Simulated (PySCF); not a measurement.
FGaSiClH3, in a box:

```
F Ga Si Cl H
1.0
    14.00000    0.00000    0.00000
     0.00000   14.00000    0.00000
     0.00000    0.00000   12.00000
F Ga Si Cl H
1 1 1 1 3
Direct
  0.52759 0.33737 0.54514
  0.47753 0.44029 0.48090
  0.56367 0.59200 0.48225
  0.34647 0.41718 0.39921
  0.50751 0.66316 0.42010
  0.58042 0.61956 0.59718
  0.66176 0.57758 0.43134
```

The cell isn't the ideal one: atoms moved at random, drawn with an rms of 0.05 Å.

Base run:

```yaml
Program: PySCF 2.14.0
Functional: CAM-B3LYP
Dispersion: D3
Potentials_or_basis: def2-svp (all-electron)
k_mesh: 1 × 1 × 1
Occupations: fixed
Spin: no spin polarisation
```

Its results: gap between the frontier levels 9.02 eV.

Q: After a change of settings the same cell gave: gap between the frontier levels 6.30 eV. Which change was it?
A. functional from CAM-B3LYP to PBE; dispersion from D3 to none
B. functional from CAM-B3LYP to M06-L
C. functional from CAM-B3LYP to TPSS; dispersion from D3 to D3(OP)
D. functional from CAM-B3LYP to B3LYP5; dispersion from D3 to D3(BJM)

A: D.

Caveats: this is a molecule in a periodic box at the Γ point, so its band gap is the HOMO-LUMO gap; relativity is left out, which matters for the heavier elements; the basis of atomic orbitals isn't converged, which shifts pressures, moduli and gaps.
